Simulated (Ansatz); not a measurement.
# C2H10N2Si: rotation by 120° about the N1–C2 bond, part 1 of 2

Wanted: the energy profile along the rotation by 120° about the N1–C2 bond, from relaxed end points and a band of images. SMILES of the start: NCC(N)[SiH3].

Method: RKS PBE-D4/def2-SVP, in Ansatz 0.2.0.

### 1 Starting point

Bond lengths: N1–C2 1.420 Å, C2–C3 1.560 Å, C3–N4 1.408 Å, C3–Si5 1.900 Å, N1–H6 1.096 Å, N1–H7 1.011 Å, C2–H8 1.094 Å, C2–H9 1.132 Å, C3–H10 1.127 Å, N4–H11 1.046 Å, N4–H12 0.989 Å, Si5–H13 1.470 Å, Si5–H14 1.446 Å, Si5–H15 1.488 Å. Angles (14 of 24 angles, heavy atoms first): N1–C2–C3 112.3°, C2–C3–N4 112.8°, C2–C3–Si5 114.5°, N4–C3–Si5 112.1°, N1–C2–H8 107.0°, N1–C2–H9 110.1°, C3–C2–H8 108.3°, C3–C2–H9 114.5°, C2–N1–H6 108.3°, C2–N1–H7 108.2°, C2–C3–H10 104.6°, N4–C3–H10 106.4°, Si5–C3–H10 105.6°, C3–N4–H11 112.0°.

Coordinates:

```xyz
15

N    -1.2223   -0.1159    1.6154
C     0.1659   -0.1358    1.3185
C     0.4436   -0.3415   -0.2023
N    -0.4321   -1.2699   -0.7966
Si    0.5668    1.2666   -1.2064
H    -1.6341    0.8401    1.2735
H    -1.6910   -0.7450    0.9776
H     0.5968   -0.9811    1.8635
H     0.6726    0.7703    1.7691
H     1.4706   -0.8029   -0.2434
H    -0.4994   -2.1551   -0.2439
H    -0.1878   -1.5192   -1.7217
H     1.6191    2.1499   -0.6843
H     0.8229    0.9722   -2.5987
H    -0.7131    2.0166   -1.0910
```

### 2 End point A

input.yaml reads:

```yaml
crystal:
  periodic: [false, false, false]
  atoms:
    - { symbol: "N", position_ang: [-1.2223, -0.1159, 1.6154] }
    - { symbol: C, position_ang: [0.1659, -0.1358, 1.3185] }
    - { symbol: C, position_ang: [0.4436, -0.3415, -0.2023] }
    - { symbol: "N", position_ang: [-0.4321, -1.2699, -0.7966] }
    - { symbol: Si, position_ang: [0.5668, 1.2666, -1.2064] }
    - { symbol: H, position_ang: [-1.6341, 0.8401, 1.2735] }
    - { symbol: H, position_ang: [-1.691, -0.745, 0.9776] }
    - { symbol: H, position_ang: [0.5968, -0.9811, 1.8635] }
    - { symbol: H, position_ang: [0.6726, 0.7703, 1.7691] }
    - { symbol: H, position_ang: [1.4706, -0.8029, -0.2434] }
    - { symbol: H, position_ang: [-0.4994, -2.1551, -0.2439] }
    - { symbol: H, position_ang: [-0.1878, -1.5192, -1.7217] }
    - { symbol: H, position_ang: [1.6191, 2.1499, -0.6843] }
    - { symbol: H, position_ang: [0.8229, 0.9722, -2.5987] }
    - { symbol: H, position_ang: [-0.7131, 2.0166, -1.091] }
basis:
  gaussian: { orbitals: def2-SVP }
hamiltonian:
  xc: pbe
  dispersion: d4
relax:
  f_tol: 0.015
  max_steps: 40
```

The run is started by

```
> ansatz run input.yaml --threads 2 --pin off --max-ram 3072MiB --backend cpu --events-out ev --progress --plain --runs-dir out
```

Output, cut to the lines that bear on the results:

```text
Warning: RAYON_NUM_THREADS=2 ignored (pool sized by the plan → 2); use --threads N
[...]
Functional definition: PBE
[...]
1436 factors; their error is unknown
[...]
mean field -13076.34917171 eV, -480.5469685924 hartree, gradient 2.8e-5 eV, S^2 0.000000; 0 other end points of the search recorded, 0 dependent functions left out
[...]
reference -13076.34920990 eV, -480.5469699960 hartree; 25, 25 occupied and 99, 99 virtual orbitals, 1436 factors
relax step   1: F+E_penalty+E_count = -13076.66882328 eV  Δ(F+E_penalty+E_count) = +0.000e0 eV  max|allowed force component| = 2.978e0 eV/Å  Δτ_max = 0.0000 Å  (30 SCF iters, accepted)
[...]
relax step   3: F+E_penalty+E_count = -13077.17024991 eV  Δ(F+E_penalty+E_count) = -6.485e-2 eV  max|allowed force component| = 3.138e-1 eV/Å  Δτ_max = 0.1454 Å  (27 SCF iters, accepted)
[...]
relax step   5: F+E_penalty+E_count = -13077.18135239 eV  Δ(F+E_penalty+E_count) = -1.110e-2 eV  max|allowed force component| = 8.640e-2 eV/Å  Δτ_max = 0.0371 Å  (30 SCF iters, accepted)
[...]
relax step   7: F+E_penalty+E_count = -13077.17510123 eV  Δ(F+E_penalty+E_count) = +1.146e-2 eV  max|allowed force component| = 2.432e-1 eV/Å  Δτ_max = 0.0715 Å  (29 SCF iters, rejected (line search))
[...]
relax step   9: F+E_penalty+E_count = -13077.18935508 eV  Δ(F+E_penalty+E_count) = -5.954e-4 eV  max|allowed force component| = 2.278e-2 eV/Å  Δτ_max = 0.0454 Å  (29 SCF iters, accepted)
[...]
reference -13076.86814660 eV, -480.5660405679 hartree; 25, 25 occupied and 99, 99 virtual orbitals, 1436 factors
Total energy: -13077.18977256 eV, -480.5778601041 hartree
Atom 0 at    -1.222619     0.178460     1.573458 Å, force    -0.000508     0.000353     0.000388 eV/Å
Atom 1 at     0.150592    -0.228331     1.315183 Å, force     0.006264    -0.001997     0.000021 eV/Å
Atom 2 at     0.542412    -0.406111    -0.173541 Å, force     0.001232     0.002908     0.000920 eV/Å
Atom 3 at    -0.360373    -1.395686    -0.775520 Å, force    -0.001723    -0.000501     0.002788 eV/Å
Atom 4 at     0.418396     1.231024    -1.157363 Å, force    -0.003396     0.006911    -0.003618 eV/Å
Atom 5 at    -1.353621     1.166118     1.319895 Å, force    -0.000662    -0.001358    -0.000708 eV/Å
Atom 6 at    -1.829056    -0.353215     0.931233 Å, force    -0.001284     0.000771    -0.000499 eV/Å
Atom 7 at     0.326340    -1.210045     1.819307 Å, force    -0.000204     0.001394    -0.000098 eV/Å
Atom 8 at     0.849369     0.484182     1.803867 Å, force    -0.000770     0.000183    -0.001008 eV/Å
Atom 9 at     1.629101    -0.694171    -0.200976 Å, force    -0.000514    -0.002626     0.000956 eV/Å
Atom 10 at    -0.215166    -2.316515    -0.335924 Å, force     0.000744     0.000161    -0.000913 eV/Å
Atom 11 at    -0.158702    -1.526089    -1.774335 Å, force    -0.000163    -0.000120    -0.001115 eV/Å
Atom 12 at     1.383843     2.237005    -0.585977 Å, force    -0.004942    -0.005707    -0.000076 eV/Å
Atom 13 at     0.785897     0.966705    -2.595571 Å, force    -0.000074     0.000732     0.004356 eV/Å
Atom 14 at    -0.967913     1.815970    -1.134436 Å, force     0.006000    -0.001104    -0.001393 eV/Å
Dipole moment:     0.219681    -0.215845    -0.243044 e Å
```

It took 22 s on 2 threads of Intel Xeon Platinum 8488C (Sapphire Rapids), shared host; peak memory 0.19 GiB.

Relaxation path:

```csv
step,energy from step 1 (eV),largest force component (eV/Å)
1,0.0000,2.9778
2,-0.4366,1.0047
3,-0.5014,0.3138
4x,-0.5012,0.4584
5,-0.5125,0.0864
6,-0.5177,0.0943
7x,-0.5063,0.2432
8,-0.5199,0.0146
9,-0.5205,0.0228
10,-0.5208,0.0202
11,-0.5209,0.0069
```

Step 1 is the start. 2 steps were tried and not accepted (marked x).

After: Bond lengths: N1–C2 1.455 Å, C2–C3 1.550 Å, C3–N4 1.469 Å, C3–Si5 1.914 Å, N1–H6 1.028 Å, N1–H7 1.031 Å, C2–H8 1.117 Å, C2–H9 1.111 Å, C3–H10 1.125 Å, N4–H11 1.031 Å, N4–H12 1.027 Å, Si5–H13 1.507 Å, Si5–H14 1.508 Å, Si5–H15 1.505 Å. Angles (14 of 24 angles, heavy atoms first): N1–C2–C3 116.2°, C2–C3–N4 108.4°, C2–C3–Si5 112.3°, N4–C3–Si5 109.0°, N1–C2–H8 108.3°, N1–C2–H9 109.6°, C3–C2–H8 107.0°, C3–C2–H9 109.7°, C2–N1–H6 110.2°, C2–N1–H7 107.5°, C2–C3–H10 107.3°, N4–C3–H10 114.3°, Si5–C3–H10 105.6°, C3–N4–H11 109.9°.

### 3 End point B

The second end starts from a geometry with the move made by hand.

input.yaml reads:

```yaml
crystal:
  periodic: [false, false, false]
  atoms:
    - { symbol: "N", position_ang: [-1.2223, -0.1159, 1.6154] }
    - { symbol: C, position_ang: [0.1659, -0.1358, 1.3185] }
    - { symbol: C, position_ang: [0.87719, 1.1921, 1.72224] }
    - { symbol: "N", position_ang: [0.09964, 2.33326, 1.44813] }
    - { symbol: Si, position_ang: [1.57062, 1.20952, 3.49093] }
    - { symbol: H, position_ang: [-1.6341, 0.8401, 1.2735] }
    - { symbol: H, position_ang: [-1.691, -0.745, 0.9776] }
    - { symbol: H, position_ang: [0.25892, -0.2594, 0.23531] }
    - { symbol: H, position_ang: [0.64101, -1.07035, 1.74476] }
    - { symbol: H, position_ang: [1.77555, 1.25018, 1.04483] }
    - { symbol: H, position_ang: [-0.28157, 2.32358, 0.47439] }
    - { symbol: H, position_ang: [0.58279, 3.18786, 1.56583] }
    - { symbol: H, position_ang: [2.52892, 0.11611, 3.70599] }
    - { symbol: H, position_ang: [2.20652, 2.47786, 3.76971] }
    - { symbol: H, position_ang: [0.45867, 0.99564, 4.45622] }
basis:
  gaussian: { orbitals: def2-SVP }
hamiltonian:
  xc: pbe
  dispersion: d4
relax:
  f_tol: 0.015
  max_steps: 40
output:
  orbitals: {}
```

The run is started by

```
> ansatz run input.yaml --threads 2 --pin off --max-ram 3072MiB --backend cpu --events-out ev --progress --plain --runs-dir out
```

Output:

```text
Warning: RAYON_NUM_THREADS=2 ignored (pool sized by the plan → 2); use --threads N
The last accepted step is kept in <dir> (removed where the run ends without a failure and the disk answers)
Engine: ansatz 0.2.0, x86_64-unknown-linux-gnu
[... 1 set-up line as earlier in the session ...]
  parameter kappa = 0.804
  parameter beta = 0.06672455060314922
  exchange = pbe_x(kappa = kappa, mu = beta*pi^2/3)
  correlation = pbe_c(beta = beta)
1436 factors; their error is unknown
mean field evaluation 1: about -13062.6665 eV, gradient 7.7e1 eV
mean field evaluation 2: about -13025.2347 eV, gradient 1.4e2 eV
mean field evaluation 4: about -13076.1932 eV, gradient 5.6e0 eV
mean field evaluation 8: about -13076.2628 eV, gradient 1.5e-1 eV
mean field evaluation 16: about -13076.1662 eV, gradient 3.1e-3 eV
mean field -13076.16623264 eV, -480.5402457059 hartree, gradient 1.5e-5 eV, S^2 0.000000; 0 other end points of the search recorded, 0 dependent functions left out
the calculation of the forces begins
reference -13076.16627178 eV, -480.5402471440 hartree; 25, 25 occupied and 99, 99 virtual orbitals, 1436 factors
relax step   1: F+E_penalty+E_count = -13076.48149133 eV  Δ(F+E_penalty+E_count) = +0.000e0 eV  max|allowed force component| = 2.919e0 eV/Å  Δτ_max = 0.0000 Å  (29 SCF iters, accepted)
these checks for a lower state are left out or cut short: starts, cluster_reference, orbital_swaps, neighbouring_geometries, increment
1436 factors; their error is unknown
mean field -13076.68601815 eV, -480.5593474710 hartree, gradient 2.6e-5 eV, S^2 0.000000; 0 other end points of the search recorded, 0 dependent functions left out
the calculation of the forces begins
reference -13076.68605790 eV, -480.5593489316 hartree; 25, 25 occupied and 99, 99 virtual orbitals, 1436 factors
relax step   2: F+E_penalty+E_count = -13077.00271598 eV  Δ(F+E_penalty+E_count) = -5.212e-1 eV  max|allowed force component| = 9.014e-1 eV/Å  Δτ_max = 0.1935 Å  (28 SCF iters, accepted)
these checks for a lower state are left out or cut short: starts, cluster_reference, orbital_swaps, neighbouring_geometries, increment
1436 factors; their error is unknown
mean field evaluation 32: about -13076.8029 eV, gradient 3.2e-3 eV
mean field -13076.80292129 eV, -480.5636435822 hartree, gradient 2.5e-5 eV, S^2 0.000000; 0 other end points of the search recorded, 0 dependent functions left out
the calculation of the forces begins
reference -13076.80296160 eV, -480.5636450633 hartree; 25, 25 occupied and 99, 99 virtual orbitals, 1436 factors
relax step   3: F+E_penalty+E_count = -13077.12113384 eV  Δ(F+E_penalty+E_count) = -1.184e-1 eV  max|allowed force component| = 4.035e-1 eV/Å  Δτ_max = 0.1935 Å  (28 SCF iters, accepted)
these checks for a lower state are left out or cut short: starts, cluster_reference, orbital_swaps, neighbouring_geometries, increment
1436 factors; their error is unknown
mean field -13076.83497217 eV, -480.5648214302 hartree, gradient 1.9e-5 eV, S^2 0.000000; 0 other end points of the search recorded, 0 dependent functions left out
the calculation of the forces begins
reference -13076.83501244 eV, -480.5648229102 hartree; 25, 25 occupied and 99, 99 virtual orbitals, 1436 factors
relax step   4: F+E_penalty+E_count = -13077.15740292 eV  Δ(F+E_penalty+E_count) = -3.627e-2 eV  max|allowed force component| = 2.378e-1 eV/Å  Δτ_max = 0.1620 Å  (27 SCF iters, accepted)
these checks for a lower state are left out or cut short: starts, cluster_reference, orbital_swaps, neighbouring_geometries, increment
1436 factors; their error is unknown
mean field -13076.86306919 eV, -480.5658539767 hartree, gradient 2.0e-5 eV, S^2 0.000000; 0 other end points of the search recorded, 0 dependent functions left out
the calculation of the forces begins
reference -13076.86310938 eV, -480.5658554537 hartree; 25, 25 occupied and 99, 99 virtual orbitals, 1436 factors
relax step   5: F+E_penalty+E_count = -13077.18618786 eV  Δ(F+E_penalty+E_count) = -2.878e-2 eV  max|allowed force component| = 2.685e-1 eV/Å  Δτ_max = 0.1610 Å  (27 SCF iters, accepted)
these checks for a lower state are left out or cut short: starts, cluster_reference, orbital_swaps, neighbouring_geometries, increment
1436 factors; their error is unknown
mean field -13076.87920711 eV, -480.5664470341 hartree, gradient 1.9e-5 eV, S^2 0.000000; 0 other end points of the search recorded, 0 dependent functions left out
the calculation of the forces begins
reference -13076.87924741 eV, -480.5664485151 hartree; 25, 25 occupied and 99, 99 virtual orbitals, 1436 factors
relax step   6: F+E_penalty+E_count = -13077.20204873 eV  Δ(F+E_penalty+E_count) = -1.586e-2 eV  max|allowed force component| = 1.668e-1 eV/Å  Δτ_max = 0.1188 Å  (28 SCF iters, accepted)
these checks for a lower state are left out or cut short: starts, cluster_reference, orbital_swaps, neighbouring_geometries, increment
1436 factors; their error is unknown
mean field -13076.89064009 eV, -480.5668671884 hartree, gradient 2.3e-5 eV, S^2 0.000000; 0 other end points of the search recorded, 0 dependent functions left out
the calculation of the forces begins
reference -13076.89068045 eV, -480.5668686716 hartree; 25, 25 occupied and 99, 99 virtual orbitals, 1436 factors
relax step   7: F+E_penalty+E_count = -13077.21386041 eV  Δ(F+E_penalty+E_count) = -1.181e-2 eV  max|allowed force component| = 1.763e-1 eV/Å  Δτ_max = 0.2000 Å  (27 SCF iters, accepted)
these checks for a lower state are left out or cut short: starts, cluster_reference, orbital_swaps, neighbouring_geometries, increment
1436 factors; their error is unknown
mean field evaluation 64: about -13076.9990 eV, gradient 4.3e-2 eV
mean field -13076.89852903 eV, -480.5671571016 hartree, gradient 2.0e-5 eV, S^2 0.000000; 0 other end points of the search recorded, 0 dependent functions left out
the calculation of the forces begins
reference -13076.89856918 eV, -480.5671585773 hartree; 25, 25 occupied and 99, 99 virtual orbitals, 1436 factors
relax step   8: F+E_penalty+E_count = -13077.22240640 eV  Δ(F+E_penalty+E_count) = -8.546e-3 eV  max|allowed force component| = 1.154e-1 eV/Å  Δτ_max = 0.1243 Å  (28 SCF iters, accepted)
these checks for a lower state are left out or cut short: starts, cluster_reference, orbital_swaps, neighbouring_geometries, increment
1436 factors; their error is unknown
mean field -13076.90096748 eV, -480.5672467129 hartree, gradient 1.9e-5 eV, S^2 0.000000; 0 other end points of the search recorded, 0 dependent functions left out
the calculation of the forces begins
reference -13076.90100753 eV, -480.5672481849 hartree; 25, 25 occupied and 99, 99 virtual orbitals, 1436 factors
relax step   9: F+E_penalty+E_count = -13077.22575781 eV  Δ(F+E_penalty+E_count) = -3.351e-3 eV  max|allowed force component| = 1.014e-1 eV/Å  Δτ_max = 0.0579 Å  (28 SCF iters, accepted)
these checks for a lower state are left out or cut short: starts, cluster_reference, orbital_swaps, neighbouring_geometries, increment
1436 factors; their error is unknown
mean field -13076.90262904 eV, -480.5673077741 hartree, gradient 2.0e-5 eV, S^2 0.000000; 0 other end points of the search recorded, 0 dependent functions left out
the calculation of the forces begins
reference -13076.90266899 eV, -480.5673092424 hartree; 25, 25 occupied and 99, 99 virtual orbitals, 1436 factors
relax step  10: F+E_penalty+E_count = -13077.22800969 eV  Δ(F+E_penalty+E_count) = -2.252e-3 eV  max|allowed force component| = 4.498e-2 eV/Å  Δτ_max = 0.0585 Å  (28 SCF iters, accepted)
these checks for a lower state are left out or cut short: starts, cluster_reference, orbital_swaps, neighbouring_geometries, increment
1436 factors; their error is unknown
mean field -13076.90290892 eV, -480.5673180595 hartree, gradient 2.0e-5 eV, S^2 0.000000; 0 other end points of the search recorded, 0 dependent functions left out
the calculation of the forces begins
reference -13076.90294885 eV, -480.5673195272 hartree; 25, 25 occupied and 99, 99 virtual orbitals, 1436 factors
relax step  11: F+E_penalty+E_count = -13077.22854195 eV  Δ(F+E_penalty+E_count) = -5.323e-4 eV  max|allowed force component| = 3.600e-2 eV/Å  Δτ_max = 0.0384 Å  (29 SCF iters, accepted)
these checks for a lower state are left out or cut short: starts, cluster_reference, orbital_swaps, neighbouring_geometries, increment
1436 factors; their error is unknown
mean field evaluation 96: about -13076.9030 eV, gradient 2.0e-5 eV
mean field -13076.90300274 eV, -480.5673215076 hartree, gradient 2.0e-5 eV, S^2 0.000000; 0 other end points of the search recorded, 0 dependent functions left out
the calculation of the forces begins
reference -13076.90304267 eV, -480.5673229750 hartree; 25, 25 occupied and 99, 99 virtual orbitals, 1436 factors
relax step  12: F+E_penalty+E_count = -13077.22868408 eV  Δ(F+E_penalty+E_count) = -1.421e-4 eV  max|allowed force component| = 1.034e-2 eV/Å  Δτ_max = 0.0059 Å  (30 SCF iters, accepted)
1436 factors; their error is unknown
mean field -13076.90300274 eV, -480.5673215076 hartree, gradient 3.3e-5 eV, S^2 0.000000; 1 other end points of the search recorded, 0 dependent functions left out
the calculation of the forces begins
reference -13076.90304267 eV, -480.5673229750 hartree; 25, 25 occupied and 99, 99 virtual orbitals, 1436 factors
Total energy: -13077.22872402 eV, -480.5792915436 hartree
Atom 0 at    -0.895489    -0.259054     1.983949 Å, force    -0.010341    -0.004650    -0.005214 eV/Å
Atom 1 at     0.244138    -0.051533     1.100210 Å, force    -0.003403     0.002557     0.004054 eV/Å
Atom 2 at     0.959379     1.232355     1.536240 Å, force     0.000805    -0.003624    -0.004554 eV/Å
Atom 3 at     0.098276     2.385024     1.227104 Å, force     0.005898    -0.001741    -0.004238 eV/Å
Atom 4 at     1.257384     1.142882     3.435929 Å, force    -0.000083     0.002191    -0.000926 eV/Å
Atom 5 at    -1.496495     0.575344     1.921619 Å, force     0.006911    -0.002838     0.000448 eV/Å
Atom 6 at    -1.459551    -1.068149     1.700097 Å, force     0.005303     0.005115     0.002524 eV/Å
Atom 7 at    -0.010033     0.027980     0.007479 Å, force     0.000496     0.001303    -0.001698 eV/Å
Atom 8 at     0.944828    -0.909513     1.193644 Å, force     0.000562    -0.001214     0.000079 eV/Å
Atom 9 at     1.965444     1.266385     1.042060 Å, force    -0.001895    -0.000247    -0.001168 eV/Å
Atom 10 at     0.095306     2.554671     0.210897 Å, force    -0.000927     0.002982     0.002298 eV/Å
Atom 11 at     0.466072     3.246961     1.649243 Å, force    -0.003657    -0.001345     0.001482 eV/Å
Atom 12 at     1.781547    -0.213366     3.816489 Å, force     0.002191    -0.005306     0.000900 eV/Å
Atom 13 at     2.331177     2.158262     3.764506 Å, force     0.001464     0.003095     0.001070 eV/Å
Atom 14 at     0.054778     1.511510     4.253875 Å, force    -0.003324     0.003721     0.004943 eV/Å
Dipole moment:    -0.067537     0.062132    -0.485491 e Å
```

Run time: 24 s. Hardware: 2 threads of Intel Xeon Platinum 8488C (Sapphire Rapids), shared host; peak memory 0.19 GiB.

Step by step:

```csv
step,energy from step 1 (eV),largest force component (eV/Å)
1,0.0000,2.9193
2,-0.5212,0.9014
3,-0.6396,0.4035
4,-0.6759,0.2378
5,-0.7047,0.2685
6,-0.7206,0.1668
7,-0.7324,0.1763
8,-0.7409,0.1154
9,-0.7443,0.1014
10,-0.7465,0.0450
11,-0.7471,0.0360
12,-0.7472,0.0103
```

Step 1 is the start.

After: Bond lengths: N1–C2 1.457 Å, C2–C3 1.533 Å, C3–N4 1.472 Å, C3–Si5 1.925 Å, N1–H6 1.030 Å, N1–H7 1.026 Å, C2–H8 1.125 Å, C2–H9 1.112 Å, C3–H10 1.121 Å, N4–H11 1.030 Å, N4–H12 1.028 Å, Si5–H13 1.503 Å, Si5–H14 1.514 Å, Si5–H15 1.500 Å. Angles (14 of 24 angles, heavy atoms first): N1–C2–C3 108.2°, C2–C3–N4 108.9°, C2–C3–Si5 108.3°, N4–C3–Si5 109.5°, N1–C2–H8 115.0°, N1–C2–H9 109.4°, C3–C2–H8 108.8°, C3–C2–H9 109.2°, C2–N1–H6 107.7°, C2–N1–H7 112.0°, C2–C3–H10 108.6°, N4–C3–H10 114.1°, Si5–C3–H10 107.3°, C3–N4–H11 109.7°.

(Continued in part 2 of 2.)
